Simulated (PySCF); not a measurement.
**1,1,1,3-tetrafluoropropane (C₃H₄F₄): runs on many settings**

Which settings matter for 1,1,1,3-tetrafluoropropane (C₃H₄F₄) (`FCCC(F)(F)F`), and how do bad ones show?

Computed with PySCF 2.14.0, with density-fitted response routines of our own, on a single molecule in the gas phase. Atoms are numbered from 0 throughout.

### Step 1. The molecule as given

11 atoms, charge 0, multiplicity 1; geometry from: GFN2-xTB.

Bonds of the start (Å): F0–C1 1.37, C1–C2 1.53, C2–C3 1.51, C3–F4 1.34, C3–F5 1.34, C3–F6 1.34, C1–H7 1.09, C1–H8 1.09, C2–H9 1.09, C2–H10 1.09.

### Step 2. Shielding tensors: PBE0/pcSseg-1

Job settings and geometry (Å):

```
{"job": {"kind": "nmr", "xc": "PBE0", "basis": "pcSseg-1"}, "charge": 0, "multiplicity": 1}
F      2.414174    -0.272810    -0.113232
C      1.223254     0.378041     0.052759
C      0.076910    -0.614196    -0.134675
C     -1.259652     0.075814     0.040101
F     -1.396342     0.620382     1.258347
F     -2.284773    -0.769778    -0.120223
F     -1.438737     1.070408    -0.841955
H      1.185268     1.177634    -0.694247
H      1.224563     0.801070     1.062622
H      0.112370    -1.046274    -1.136822
H      0.148390    -1.417620     0.601363
```

With the program's defaults for keys left out, this is: GIAO PBE0/pcSseg-1 NMR shielding, non-relativistic, gas phase.

Launch:

```
$ OMP_NUM_THREADS=1 python probes_run.py task.json out
```

This one command runs all jobs of the session in turn.

The program printed:

```text
coarse grid: 10088 points
cycle   1  E = -515.3387865656  dE =  9.806e-01  |g| = 9.520e-01  |ddm| = 2.737e+00
cycle   2  E = -515.1883348191  dE =  1.505e-01  |g| = 1.414e+00  |ddm| = 1.207e+00
cycle   3  E = -515.4868560654  dE = -2.985e-01  |g| = 6.104e-02  |ddm| = 7.472e-01
cycle   4  E = -515.4873713185  dE = -5.153e-04  |g| = 3.542e-02  |ddm| = 5.950e-02
cycle   5  E = -515.4876405337  dE = -2.692e-04  |g| = 5.305e-03  |ddm| = 2.663e-02
cycle   6  E = -515.4876446998  dE = -4.166e-06  |g| = 2.056e-03  |ddm| = 3.463e-03
final grid: 101528 points
cycle   7  E = -515.5537642862  dE = -4.353e-05  |g| = 8.300e-03  |ddm| = 2.122e-02
cycle   8  E = -515.5537534378  dE =  1.085e-05  |g| = 1.188e-02  |ddm| = 1.198e-02
cycle   9  E = -515.5537775622  dE = -2.412e-05  |g| = 7.626e-04  |ddm| = 6.736e-03
cycle  10  E = -515.5537776659  dE = -1.037e-07  |g| = 1.997e-04  |ddm| = 6.968e-04
cycle  11  E = -515.5537776728  dE = -6.845e-09  |g| = 4.728e-05  |ddm| = 1.458e-04
cycle  12  E = -515.5537776731  dE = -3.554e-10  |g| = 1.477e-05  |ddm| = 3.780e-05
converged SCF energy = -515.5537776731

GIAO shielding tensors (ppm)
atom      isotropic    diamagn.    paramagn.     s11        s22        s33       span
  0 F      430.453     469.674     -39.222    397.118    425.731    468.508     71.390
  1 C      105.803     242.404    -136.601     68.765     82.784    165.861     97.096
  2 C      147.059     250.807    -103.748    125.465    143.881    171.832     46.367
  3 C       53.171     241.324    -188.153     51.103     51.973     56.437      5.334
  4 F      257.552     474.225    -216.673    166.104    265.870    340.682    174.578
  5 F      247.488     471.524    -224.036    157.889    244.333    340.243    182.354
  6 F      257.607     474.216    -216.609    166.175    265.965    340.682    174.506
  7 H       26.700      28.626      -1.926     21.929     28.319     29.853      7.923
  8 H       26.700      28.627      -1.927     21.933     28.321     29.847      7.914
  9 H       29.078      29.534      -0.456     25.807     28.442     32.985      7.178
 10 H       29.074      29.535      -0.460     25.804     28.434     32.985      7.181
```

Wall time 12 s (1 thread of Arm Neoverse V2, shared host); peak memory 0.67 GiB.

Shifts follow as δ = σ(reference) − σ, with reference shieldings (ppm) from runs at the same level and on the same kind of geometry: 1H TMS 31.72, 13C TMS 186.9, 19F CFCl3 170.9. The references are single molecules in the gas phase, so shifts against H2O, NH3, PH3, H3PO4 or CFCl3 are not on the usual liquid scales and can be off by tens of ppm. Atoms listed in one row are averaged.

```csv
atoms,environment,σ (ppm),δ (ppm),δ scaled to CDCl3
C3,CF3 carbon,53.2,133.8,128.6
C1,sp3 CH2 bonded to F,105.8,81.1,77.3
C2,sp3 CH2,147.1,39.9,37.0
"H7, H8",hydrogen on an sp3 CH2 bonded to F,26.70,5.02,4.83
"H9, H10",hydrogen on an sp3 CH2,29.08,2.64,2.60
"F4, F5, F6",fluorine of a CF3 group,254.2,-83.3,–
F0,fluorine on an sp3 carbon,430.5,-259.5,–
```

The scaled column applies a straight-line fit of computed shieldings to shifts measured in CDCl3, and one for carbons that bear F (root-mean-square error 0.16 ppm for H, 1.9 ppm for C).

The run also stored atomic charges by several schemes (e):

```csv
atoms,Mulliken,IAO,Hirshfeld,ESP fit
F0,-0.33,-0.32,-0.12,-0.27
C1,0.16,0.05,0.02,0.28
C2,-0.33,-0.33,-0.10,-0.32
C3,0.74,0.81,0.27,0.55
"F4, F5, F6",-0.27,-0.28,-0.09,-0.20
```

Mayer bond orders: F0–C1 0.89, C1–C2 1.01, C2–C3 1.01, C3–F4 1.00, C3–F5 1.01, C3–F6 1.00.

### Step 3. Excited states and response: PBE0/def2-SVPD

The job, as its differences from that of step 2:

```diff
@@ -1,2 +1,2 @@
-{"job": {"kind": "nmr", "xc": "PBE0", "basis": "pcSseg-1"}, "charge": 0, "multiplicity": 1}
+{"job": {"kind": "uv", "xc": "PBE0", "basis": "def2-SVPD", "nstates": 6, "ntriplets": 2}, "charge": 0, "multiplicity": 1}
 F      2.414174    -0.272810    -0.113232
```

Level: TDDFT PBE0/def2-SVPD, vertical, gas phase, core orbitals frozen in the response.

The program printed:

```text
coarse grid: 10088 points
cycle   1  E = -515.0356567397  dE =  9.315e-01  |g| = 8.868e-01  |ddm| = 3.793e+00
cycle   2  E = -514.8964375561  dE =  1.392e-01  |g| = 1.311e+00  |ddm| = 1.880e+00
cycle   3  E = -515.1725865887  dE = -2.761e-01  |g| = 6.769e-02  |ddm| = 1.110e+00
cycle   4  E = -515.1732622837  dE = -6.757e-04  |g| = 3.429e-02  |ddm| = 9.690e-02
cycle   5  E = -515.1735002642  dE = -2.380e-04  |g| = 6.906e-03  |ddm| = 3.727e-02
cycle   6  E = -515.1735068756  dE = -6.611e-06  |g| = 2.465e-03  |ddm| = 6.896e-03
final grid: 101528 points
cycle   7  E = -515.2407504088  dE = -3.445e-05  |g| = 8.448e-03  |ddm| = 7.046e-02
cycle   8  E = -515.2407379905  dE =  1.242e-05  |g| = 1.215e-02  |ddm| = 1.773e-02
cycle   9  E = -515.2407642286  dE = -2.624e-05  |g| = 7.795e-04  |ddm| = 9.896e-03
cycle  10  E = -515.2407643485  dE = -1.200e-07  |g| = 1.799e-04  |ddm| = 9.585e-04
cycle  11  E = -515.2407643545  dE = -6.019e-09  |g| = 4.682e-05  |ddm| = 2.183e-04
cycle  12  E = -515.2407643549  dE = -3.276e-10  |g| = 1.801e-05  |ddm| = 5.810e-05
converged SCF energy = -515.2407643549

Static polarisability (au): isotropic 41.183, principal 38.433 40.082 45.033

Singlet excitations
state   eV       nm        f      main configurations
  1   9.3900    132.0   0.00661   H->L 0.74, H->L+1 0.23
  2   9.6615    128.3   0.00322   H-1->L 0.76, H-1->L+1 0.21
  3   9.7963    126.6   0.00331   H->L+1 0.64, H->L 0.24
  4   9.9803    124.2   0.00684   H-1->L+1 0.68, H-1->L 0.22
  5  10.4470    118.7   0.05239   H->L+2 0.88
  6  10.6032    116.9   0.02056   H->L+3 0.82, H-1->L+2 0.15

Triplet excitations (Tamm-Dancoff, eV): 9.0346 9.3506
```

Run time: 27 s. Hardware: 1 thread of Arm Neoverse V2, shared host; peak memory 0.75 GiB.

Frontier orbitals and where they lie:

```csv
orbital,eV,atoms
HOMO−3,-11.94,"C2 26 %, F6 15 %, F4 15 %"
HOMO−2,-11.42,"C2 25 %, F4 18 %, F6 18 %"
HOMO−1,-10.30,"F0 44 %, C1 19 %, C2 18 %"
HOMO,-10.11,"F0 40 %, C1 25 %, H7 12 %"
LUMO,0.65,"C1 20 %, C2 17 %, C3 12 %"
LUMO+1,1.10,"C1 18 %, F0 15 %, H8 10 %"
LUMO+2,1.59,"F0 15 %, F6 12 %, F4 12 %"
```

With each of the 6 states as a Gaussian band of 0.4 eV half-width at 1/e, the curve within the window shown has maxima at 119 nm (ε 2,900) L/(mol cm). Beyond the last state computed it falls off for lack of states. The curve at chosen wavelengths:

| nm | ε (L/mol/cm) |
| --- | --- |
| 114 | 1053 |
| 115 | 1583 |
| 116 | 2136 |
| 117 | 2602 |
| 118 | 2880 |
| 119 | 2917 |
| 120 | 2726 |
| 122 | 1962 |
| 123 | 1565 |
| 124 | 1238 |
| 125 | 995 |
| 126 | 830 |
| 127 | 721 |
| 128 | 648 |
| 129 | 594 |
| 130 | 547 |
| 131 | 500 |
| 132 | 449 |
| 133 | 393 |
| 135 | 272 |
| 136 | 214 |
| 137 | 161 |
| 138 | 117 |
| 139 | 81 |
| 140 | 54 |
| 141 | 35 |

Further results of this job:

```
           property  computed
  dipole moment (D)      0.55
polarisability (Å³)      6.10
 HOMO–LUMO gap (eV)     10.76
      −ε(HOMO) (eV)     10.11
```

### Step 4. NMR shieldings: PBE0/3-21G

The job, as its differences from that of step 3:

```diff
@@ -1,2 +1,2 @@
-{"job": {"kind": "uv", "xc": "PBE0", "basis": "def2-SVPD", "nstates": 6, "ntriplets": 2}, "charge": 0, "multiplicity": 1}
+{"job": {"kind": "nmr", "xc": "PBE0", "basis": "3-21G", "pop": true}, "charge": 0, "multiplicity": 1}
 F      2.414174    -0.272810    -0.113232
```

With the program's defaults for keys left out, this is: GIAO PBE0/3-21G NMR shielding, non-relativistic, gas phase.

The program printed:

```text
coarse grid: 10088 points
cycle   1  E = -512.5154610523  dE =  8.502e-01  |g| = 9.454e-01  |ddm| = 3.117e+00
cycle   2  E = -512.3816677020  dE =  1.338e-01  |g| = 1.367e+00  |ddm| = 1.899e+00
cycle   3  E = -512.6867978935  dE = -3.051e-01  |g| = 4.207e-02  |ddm| = 1.114e+00
cycle   4  E = -512.6870499363  dE = -2.520e-04  |g| = 2.754e-02  |ddm| = 6.493e-02
cycle   5  E = -512.6872232049  dE = -1.733e-04  |g| = 1.790e-03  |ddm| = 3.243e-02
cycle   6  E = -512.6872235612  dE = -3.563e-07  |g| = 9.805e-04  |ddm| = 1.890e-03
final grid: 101528 points
cycle   7  E = -512.7884772052  dE = -4.369e-05  |g| = 7.980e-03  |ddm| = 1.588e-02
cycle   8  E = -512.7884693735  dE =  7.832e-06  |g| = 1.071e-02  |ddm| = 1.650e-02
cycle   9  E = -512.7884889005  dE = -1.953e-05  |g| = 3.662e-04  |ddm| = 9.532e-03
cycle  10  E = -512.7884889266  dE = -2.604e-08  |g| = 1.421e-04  |ddm| = 5.027e-04
cycle  11  E = -512.7884889306  dE = -3.988e-09  |g| = 2.009e-05  |ddm| = 1.402e-04
cycle  12  E = -512.7884889306  dE = -6.366e-11  |g| = 5.890e-06  |ddm| = 1.945e-05
converged SCF energy = -512.7884889306

GIAO shielding tensors (ppm)
atom      isotropic    diamagn.    paramagn.     s11        s22        s33       span
  0 F      451.569     463.358     -11.788    396.978    462.758    494.971     97.993
  1 C      138.880     241.997    -103.118    105.340    121.326    189.973     84.633
  2 C      173.291     247.023     -73.732    151.402    170.210    198.260     46.857
  3 C       85.342     240.052    -154.710     83.186     86.384     86.456      3.270
  4 F      304.139     471.668    -167.529    237.819    318.105    356.494    118.675
  5 F      298.617     469.959    -171.342    233.716    308.374    353.761    120.046
  6 F      304.207     471.663    -167.456    237.898    318.193    356.531    118.633
  7 H       28.089      27.903       0.187     22.795     30.354     31.119      8.324
  8 H       28.089      27.901       0.189     22.800     30.345     31.123      8.324
  9 H       30.751      29.716       1.035     26.832     29.938     35.483      8.651
 10 H       30.748      29.709       1.039     26.830     29.931     35.483      8.653
```

Wall time 4.6 s (1 thread of Arm Neoverse V2, shared host).

In short: δ C3 124.2, C1 70.6, C2 36.2, F4 -107.3, H7 5.18, H9 2.52 ppm (means over like atoms).

### Step 5. TDDFT and polarisability: HF/def2-SVPD

The job, as its differences from that of step 4:

```diff
@@ -1,2 +1,2 @@
-{"job": {"kind": "nmr", "xc": "PBE0", "basis": "3-21G", "pop": true}, "charge": 0, "multiplicity": 1}
+{"job": {"kind": "uv", "xc": "HF", "basis": "def2-SVPD", "nstates": 6, "ntriplets": 0, "tda": false}, "charge": 0, "multiplicity": 1}
 F      2.414174    -0.272810    -0.113232
```

With the program's defaults for keys left out, this is: TDDFT HF/def2-SVPD, vertical, gas phase, core orbitals frozen in the response.

The program printed:

```text
final grid: 101528 points
cycle   1  E = -513.1052155240  dE =  1.236e+00  |g| = 1.016e+00  |ddm| = 3.682e+00
cycle   2  E = -513.2622029672  dE = -1.570e-01  |g| = 6.068e-01  |ddm| = 1.536e+00
cycle   3  E = -513.3235774003  dE = -6.137e-02  |g| = 7.502e-02  |ddm| = 6.090e-01
cycle   4  E = -513.3252300773  dE = -1.653e-03  |g| = 2.191e-02  |ddm| = 1.278e-01
cycle   5  E = -513.3253821922  dE = -1.521e-04  |g| = 4.087e-03  |ddm| = 3.692e-02
cycle   6  E = -513.3253898523  dE = -7.660e-06  |g| = 1.523e-03  |ddm| = 1.295e-02
cycle   7  E = -513.3253905367  dE = -6.844e-07  |g| = 4.493e-04  |ddm| = 2.751e-03
cycle   8  E = -513.3253906118  dE = -7.511e-08  |g| = 1.088e-04  |ddm| = 8.207e-04
cycle   9  E = -513.3253906180  dE = -6.207e-09  |g| = 2.516e-05  |ddm| = 2.598e-04
cycle  10  E = -513.3253906183  dE = -3.190e-10  |g| = 6.943e-06  |ddm| = 8.169e-05
converged SCF energy = -513.3253906183

Static polarisability (au): isotropic 37.445, principal 35.427 36.621 40.286

Singlet excitations
state   eV       nm        f      main configurations
  1  11.1751    110.9   0.02726   H->L 0.41, H->L+1 0.32
  2  11.6388    106.5   0.02723   H-1->L+1 0.34, H-1->L 0.28
  3  11.9806    103.5   0.00968   H->L 0.31, H->L+4 0.20, H->L+1 0.09
  4  12.3457    100.4   0.00972   H-1->L 0.50, H-1->L+4 0.16
  5  12.4198     99.8   0.18691   H->L+2 0.42, H->L+1 0.16, H->L+7 0.10
  6  12.7782     97.0   0.33708   H->L+3 0.49, H-1->L+2 0.14
```

Wall time 8.5 s (1 thread of Arm Neoverse V2, shared host); peak memory 0.71 GiB.

In short: HOMO -14.42 eV, LUMO 2.55 eV; lowest singlet 11.18 eV.

### Step 6. TDDFT and polarisability: LDA/ANO-RCC-VDZP

The job, as its differences from that of step 5:

```diff
@@ -1,2 +1,2 @@
-{"job": {"kind": "uv", "xc": "HF", "basis": "def2-SVPD", "nstates": 6, "ntriplets": 0, "tda": false}, "charge": 0, "multiplicity": 1}
+{"job": {"kind": "uv", "xc": "LDA", "basis": "ANO-RCC-VDZP", "nstates": 12, "ntriplets": 5, "tda": true, "scf": {"max_cycle": 54}}, "charge": 0, "multiplicity": 2}
 F      2.414174    -0.272810    -0.113232
```

Method: LDA/ANO-RCC-VDZP.

The program printed:

```text
RuntimeError: Electron number 58 and spin 1 are not consistent
Note mol.spin = 2S = Nalpha - Nbeta, not 2S+1
```

Wall time 0.04 s (1 thread of Arm Neoverse V2, shared host).

Why it failed: Charge and multiplicity don't fit the number of electrons: an even count needs an odd multiplicity, and the reverse. Cure: mend the charge or the multiplicity.

### Step 7. Comparing the runs: NMR shifts

Shifts (ppm), means over like atoms, with basis size and wall time:

```
          run     C3    C1    C2    H7    H9      F4      F0  functions   time
PBE0/pcSseg-1  133.8  81.1  39.9  5.02  2.64   -83.3  -259.5        139   12 s
   PBE0/3-21G  124.2  70.6  36.2  5.18  2.52  -107.3  -256.5         71  4.6 s
```

### Step 8. Comparing the runs: electronic excitations

Excitations and ground-state properties, with basis size and wall time:

```
           run  lowest singlet (eV)  brightest (eV)      f  gap (eV)  α (Å³)  μ (D)  functions   time
PBE0/def2-SVPD                 9.39           10.45  0.052     10.76    6.10   0.55        184   27 s
  HF/def2-SVPD                11.18           12.78  0.337     16.97    5.55   0.59        184  8.5 s
```

### Step 9. Outcome

```
                                                                 quantity                                            value
                                   13C shifts against TMS (PBE0/pcSseg-1)                            133.8, 81.1, 39.9 ppm
   1H shifts against TMS (PBE0/pcSseg-1, means over atoms taken as alike)                                   5.02, 2.64 ppm
19F shifts against CFCl3 (PBE0/pcSseg-1, means over atoms taken as alike)                                -83.3, -259.5 ppm
                                          lowest singlet (PBE0/def2-SVPD)                      9.39 eV (132 nm), f = 0.007
                                 brightest single state of those computed                     state 5, 10.45 eV, f = 0.052
                                                           lowest triplet                                          9.03 eV
                                                 range of the shift of F4                              -107.3 to -83.3 ppm
                                              range of the lowest singlet                                 9.39 to 11.18 eV
                                            property runs in this session  5, of which 1 failed and 0 gave unsound results
```

In words: Single values in the summary come from the first run of each kind that ended normally (PBE0/pcSseg-1; PBE0/def2-SVPD), which need not be the best level. H7, H8 (mean) (hydrogen on an sp3 CH2 bonded to F) lies farthest downfield among hydrogen, at 5.02 ppm; its carbon carries F, which withdraws density. At PBE0/pcSseg-1: The largest span, 177 ppm, is at F4, F5, F6, where the paramagnetic term is -219 ppm. The lowest singlet, at 9.39 eV, is HOMO→LUMO 0.74, HOMO→LUMO+1 0.23 and is weak; of the 6 states computed, the strongest absorption comes from state 5 at 10.45 eV. The lowest triplet lies 0.36 eV below the lowest singlet (triplets in Tamm-Dancoff, singlets in full TDDFT). States above −ε(HOMO) lie where TDDFT describes them poorly and they hang on the basis; the brightest is among them. In ppm, F4 (with its like atoms) moves most: its shift spreads over 24.0 ppm, from -107.3 (PBE0/3-21G) to -83.3 (PBE0/pcSseg-1). The lowest singlet runs from 9.39 eV (PBE0/def2-SVPD) to 11.18 eV (HF/def2-SVPD), while the orbital gap spans 10.76 to 16.97 eV: the excitation energy moves far less from run to run than the orbital gap does. The lowest state need not be the same one in every run. The runs solved for a few states only, so the brightest column depends on that window.
